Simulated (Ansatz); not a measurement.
# BGe− (quintet): from Hartree-Fock to the top rungs, aug-cc-pVTZ

The task here is to estimate one member of a computed series from the others.

The runs use Ansatz 0.2.0, Gaussian basis; aug-cc-pVTZ, core rule «outside noble gas», up to 15 orbitals frozen.

Plan: UHF; CCSD(T) on ROHF; CCSD(T) on UHF; BCCD(T) on ROHF; CCSDT(Q) on ROHF; CCSDT(Q) on UHF; CASSCF and MRCISD+Q, 8 electrons in 8 orbitals; CASSCF and NEVPT2, 8 electrons in 8 orbitals.

5 further runs of the same task are left out: 1 that didn't finish, 4 set aside as unsound or not needed.

## The system

The geometry is a PBE0/def2-TZVPD stationary point (not a proven minimum) of the parent state, kept for this charge and spin. No spin-orbit coupling is included. The filled d shell of Ge may be among the frozen orbitals whatever the setting's name suggests; the logs give the count.

2 atoms, charge -1, spin multiplicity 5.

Atoms are counted from 1 here; the program's logs count them from 0.

Bond lengths: Ge1–B2 1.916 Å.

Set-up of the first run:

in.yaml reads:

```yaml
crystal:
  periodic: [false, false, false]
  atoms:
    - {symbol: Ge, position_ang: [0.000000, 0.000000, 0.000000]}
    - {symbol: B, position_ang: [0.000000, 0.000000, 1.915800]}
basis:
  gaussian: {orbitals: aug-cc-pVTZ}
total_charge: -1
magnetization: {spin_polarized: true, initial_magnetization: 4}
hamiltonian: {xc: hf}
output: {orbitals: {seedname: orbitals}}
```

Started as:

```
$ ansatz run in.yaml --threads 1 --pin off --events-out ev --progress --plain --max-ram 4096MiB --backend cpu
```

Steps of the session up to this table: UHF; CCSD(T) on ROHF; CCSD(T) on UHF; BCCD(T) on ROHF; CCSDT(Q) on ROHF; CCSDT(Q) on UHF; CASSCF and MRCISD+Q, 8 electrons in 8 orbitals; CASSCF and NEVPT2, 8 electrons in 8 orbitals.

One table of the session follows, with a row left open; its other results are not shown here.

```
          method  from UCCSDT(Q) (meV)
            ROHF               +4792.1
             UHF               +4691.2
            RMP2               +1021.7
            UMP2               +1051.1
           RCCSD                +334.0
           UCCSD                +325.5
        RCCSD(T)                 +71.5
        UCCSD(T)                 +65.5
         BCCD(T)                 +69.1
          RCCSDT                     ?
          UCCSDT                 +18.4
       RCCSDT(Q)                  +8.9
       UCCSDT(Q)                     0
  CASSCF valence               +3902.1
  NEVPT2 valence                +934.2
  MRCISD valence                +413.0
MRCISD+Q valence                 +91.4
```

Q: Estimate the row for RCCSDT from the others.

The run gave: from UCCSDT(Q) (meV): +26.2. In the column «from UCCSDT(Q) (meV)» it lies between UCCSDT (+18.4) and UCCSD(T) (+65.5).

Among the levels timed on like hardware and quicker than the yardstick, those that no quicker one beats, quickest first: NEVPT2 valence (16 s, +934.2 meV); RCCSD(T) (17 s, +71.5 meV); BCCD(T) (18 s, +69.1 meV); UCCSD(T) (18 s, +65.5 meV); RCCSDT(Q) (24 s, +8.9 meV).

Limits of these values: Of the multireference levels listed MRCISD+Q valence comes nearest in total energy (+91.4 meV), which doesn't show that its space is the better one. Restricted and unrestricted rows rest on different reference determinants; where their highest levels disagree by more than a few hundredths of an eV, they describe different states and don't form one ladder.
